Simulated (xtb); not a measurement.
**AlSi2NH8O (SMILES [AlH2][NH][SiH2]O[SiH3]): GFN2-xTB**

Aim: a geometry optimisation of AlSi2NH8O. 

The calculation is run with xtb 6.7.1 later snapshot.

5 further runs of the same task are left out: 1 that didn't finish, 4 set aside as unsound or not needed.

### Step 1. Starting point

AlSi2NH8O: 13 atoms, total charge 0, spin state singlet. SMILES: `[AlH2][NH][SiH2]O[SiH3]`. The coordinates come from a PBE0-D4/def2-TZVP relaxation. This is one conformer, not always the lowest. The run starts from this shape.

Bond lengths: Al1–N2 1.786 Å, N2–Si3 1.715 Å, Si3–O4 1.637 Å, O4–Si5 1.631 Å, Al1–H6 1.583 Å, Al1–H7 1.580 Å, N2–H8 1.012 Å, Si3–H9 1.481 Å, Si3–H10 1.487 Å, Si5–H11 1.488 Å, Si5–H12 1.484 Å, Si5–H13 1.486 Å. Some angles: Al1–N2–Si3 128.6°, N2–Si3–O4 113.3°, Si3–O4–Si5 147.1°, Al1–N2–H8 116.5°, Si3–N2–H8 114.9°, N2–Al1–H6 117.6°, N2–Al1–H7 117.8°, N2–Si3–H9 107.5°, N2–Si3–H10 109.9°, O4–Si3–H9 107.0°.

### Step 2. A structure relaxation at GFN2-xTB

Input file coord:

```
$coord
     -0.252467410250      5.237942872238     -1.637825632213  al
     -1.513859598438      2.179232166918     -0.970185392383  n
     -1.055978958441      0.332024880097      1.652943441210  si
      1.081490261123     -1.865537630231      1.241739036492  o
      1.717194129447     -4.695402501858      0.198799188311  si
     -1.000421010377      6.505004238799     -4.241868231947  h
      1.519528776812      6.492532046377      0.411204404719  h
     -2.629364929804      1.403688565372     -2.317371146629  h
     -0.133036719174      1.995550787605      3.704808067329  h
     -3.457064972390     -0.949965322849      2.352142107322  h
     -0.592429140070     -6.298646145990      0.235837820353  h
      3.679296764646     -5.850214136616      1.834546121787  h
      2.675663219858     -4.551783316386     -2.437179782930  h
$end
```

Run with:

```console
xtb coord --gfn 2 -o vtight -P 1 > coord.out
```

**Question.** What will come out? Wanted: total energy at the end; dipole moment; HOMO energy; LUMO energy; HOMO–LUMO gap; dispersion energy; mean polarisability.

**Answer.** As computed:

Level: GFN2-xTB.

| quantity | value |
| --- | --- |
| total energy at the end | -15.76876 Eh |
| dipole moment | 1.17 D |
| HOMO energy | -10.59 eV |
| LUMO energy | -5.82 eV |
| HOMO–LUMO gap | 4.77 eV |
| dispersion energy | -26.90 kJ/mol |
| mean polarisability (D4 model) | 100.6 bohr³ |

At the final geometry: Bond lengths: Al1–N2 1.814 Å, N2–Si3 1.733 Å, Si3–O4 1.637 Å, O4–Si5 1.601 Å, Al1–H6 1.547 Å, Al1–H7 1.547 Å, N2–H8 1.014 Å, Si3–H9 1.462 Å, Si3–H10 1.462 Å, Si5–H11 1.458 Å, Si5–H12 1.458 Å, Si5–H13 1.507 Å. Some angles: Al1–N2–Si3 133.8°, N2–Si3–O4 107.4°, Si3–O4–Si5 140.6°, Al1–N2–H8 116.0°, Si3–N2–H8 110.2°, N2–Al1–H6 119.3°, N2–Al1–H7 119.2°, N2–Si3–H9 112.3°, N2–Si3–H10 112.2°, O4–Si3–H9 104.8°. The optimisation took 90 steps and changed the energy by -0.461 eV.
